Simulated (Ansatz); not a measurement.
# NaRu3: the cost of one run

Method: DFT r2SCAN, scalar-relativistic, plane waves, PAW, in Ansatz 0.2.0.

## (1) The starting structure

Symmetry: Pm-3m, No. 221, cubic system. The conventional cell has a = 3.877 Å, b = 3.877 Å, c = 3.877 Å, α = 90.00°, β = 90.00°, γ = 90.00°. Na (site symmetry m-3m) has 12 Ru at 2.74 Å as nearest neighbours. Around Ru (site symmetry 4/mmm) lie 4 Na at 2.74 Å and 8 Ru at 2.74 Å.

Coordinates:

```
Na Ru
1.0
     3.87679    0.00000    0.00000
     0.00000    3.87679    0.00000
     0.00000    0.00000    3.87679
Na Ru
1 3
Direct
  0.00000 0.00000 0.00000
  0.00000 0.50000 0.50000
  0.50000 0.00000 0.50000
  0.50000 0.50000 0.00000
```

(A quick probe on a coarse mesh, which set the mesh and smearing, is not shown.)

## (3) Relaxing cell and atoms

input.yaml

```yaml
crystal:
  lattice:
    - [3.8767859195, 0.0, 0.0]
    - [0.0, 3.8767859195, 0.0]
    - [0.0, 0.0, 3.8767859195]
  atoms:
    - { symbol: Na, position: [0.0, 0.0, 0.0] }
    - { symbol: Ru, position: [0.0, 0.5, 0.5] }
    - { symbol: Ru, position: [0.5, 0.0, 0.5] }
    - { symbol: Ru, position: [0.5, 0.5, 0.0] }
basis:
  ecutwfc: 500
kpoints:
  mp_grid: { grid: [12, 12, 12] }
hamiltonian:
  xc: r2scan
scf:
  occupations: { method: gaussian, width: 0.1 }
output:
  forces: true
  stress: true
  eigenvalues: true
relax:
  adjacent_minimum: "off"
  f_tol: 0.01
  max_steps: 80
  cell: { stress_tol: 0.05 }
```

The run is started by

```console
> ansatz run input.yaml --threads 1 --pin off --max-ram 2560MiB --backend cpu --events-out ev --progress --plain --runs-dir out
```

What time and memory should one allow on 1 thread of Intel Xeon at 2.60GHz (Ice Lake), shared host?

About 62 s, with a peak of 0.62 GiB.
